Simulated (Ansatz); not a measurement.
# CH₇BN₂: vertical ionisation energy

An exercise on one series of results from a longer session: the logs are not shown, and one member is left open.

Computed with Ansatz 0.2.0, Gaussian basis. Level: unrestricted cation, the program's frozen cores in correlated methods.

Plan: UKS PBE-D4/def2-TZVPP; UKS r2SCAN-D4/def2-TZVPP; UKS PBE0-D4/def2-TZVPP; UKS B3LYP-D4/def2-TZVPP; UKS wB97X-V/def2-TZVPP; UKS wB97M-V/def2-TZVPP; UKS B2PLYP/def2-TZVPP; UHF-CCSD(T)/def2-TZVPP; UHF-MP2/def2-QZVPP; extrapolation to the limit; then −ε(HOMO) from the neutral's earlier runs with LDA (SPW92), PBE-D4, revPBE-D4, BLYP-D4, r2SCAN-D4, B97M-V, PBE0-D4, B3LYP-D4, r2SCANh-D4, r2SCAN0-D4, HSE06-D4, BHLYP-D4, CAM-B3LYP-D4, LC-ωPBE, ωB97X-V, ωB97M-V.

## The geometry

All runs share one geometry, relaxed beforehand with PBE0-D4 in a triple-zeta def2 set.

SMILES `CB(N)N`, 11 atoms, charge 0, spin multiplicity 1.

Atoms are counted from 1 here; the program's logs count them from 0.

Bond lengths: C1–B2 1.582 Å, C1–H5 1.093 Å, C1–H6 1.093 Å, C1–H7 1.096 Å, B2–N3 1.416 Å, B2–N4 1.416 Å, N3–H8 1.004 Å, N3–H9 1.003 Å, N4–H10 1.003 Å, N4–H11 1.004 Å. Angles: B2–C1–H5 112.5°, B2–C1–H6 112.6°, B2–C1–H7 110.2°, H5–C1–H6 107.5°, H5–C1–H7 106.8°, H6–C1–H7 106.9°, C1–B2–N3 119.8°, C1–B2–N4 119.8°, N3–B2–N4 120.4°, B2–N3–H8 124.4°, B2–N3–H9 122.1°, H8–N3–H9 113.6°, B2–N4–H10 122.1°, B2–N4–H11 124.4°, H10–N4–H11 113.6°.

The first run:

in.yaml

```yaml
crystal:
  periodic: [false, false, false]
  atoms:
    - {symbol: C, position_ang: [-0.697561, 1.164635, -0.169785]}
    - {symbol: B, position_ang: [0.096750, -0.189534, 0.023958]}
    - {symbol: N, position_ang: [0.158876, -0.791874, 1.303728]}
    - {symbol: N, position_ang: [0.762532, -0.778348, -1.078123]}
    - {symbol: H, position_ang: [-1.103049, 1.271739, -1.179475]}
    - {symbol: H, position_ang: [-1.529909, 1.266586, 0.531722]}
    - {symbol: H, position_ang: [-0.033850, 2.019921, -0.001748]}
    - {symbol: H, position_ang: [0.670155, -1.631087, 1.510919]}
    - {symbol: H, position_ang: [-0.304845, -0.397736, 2.100710]}
    - {symbol: H, position_ang: [0.733210, -0.374589, -1.995558]}
    - {symbol: H, position_ang: [1.312993, -1.616713, -1.025747]}
basis:
  gaussian: {orbitals: def2-TZVPP}
total_charge: 1
magnetization: {spin_polarized: true, initial_magnetization: 1}
hamiltonian: {xc: pbe, dispersion: d4}
```

Launch:

```console
$ ansatz run in.yaml --threads 2 --pin off --events-out ev --progress --plain --max-ram 22528MiB --backend cpu
```

Among the steps run: Cation, UKS PBE-D4/def2-TZVPP; Cation, UKS r2SCAN-D4/def2-TZVPP; Cation, UKS PBE0-D4/def2-TZVPP; Cation, UKS B3LYP-D4/def2-TZVPP; Cation, UKS wB97X-V/def2-TZVPP; Cation, UKS wB97M-V/def2-TZVPP; Cation, UKS B2PLYP (frozen core)/def2-TZVPP; Cation, UHF-CCSD(T)/def2-TZVPP; Cation, UHF-MP2/def2-QZVPP.

One table of the session follows, with a row left open; its other results are not shown here.

It belongs to the step «Ionisation energies side by side». Orbital estimates, from the neutral's runs:

```
  functional  −ε(HOMO) (eV)
 LDA (SPW92)           5.52
      PBE-D4           5.35
   revPBE-D4           5.29
     BLYP-D4           5.24
   r2SCAN-D4              ?
      B97M-V           5.71
     PBE0-D4           6.75
    B3LYP-D4           6.52
  r2SCANh-D4           6.16
  r2SCAN0-D4           6.96
    HSE06-D4           6.34
    BHLYP-D4           8.08
CAM-B3LYP-D4           8.19
     LC-ωPBE           9.60
     ωB97X-V           9.22
     ωB97M-V           9.13
```

**Question.** Estimate the row for r2SCAN-D4.

Worked estimate for «−ε(HOMO) (eV)». Against the share of exact exchange, r2SCANh-D4 (0.1, 6.16), r2SCAN0-D4 (0.25, 6.96) give a slope of 5.33 per unit share; at 0 the line stands at 5.63.

**Answer.** −ε(HOMO) (eV): 5.63. In «−ε(HOMO) (eV)» the line misses by 0.00.
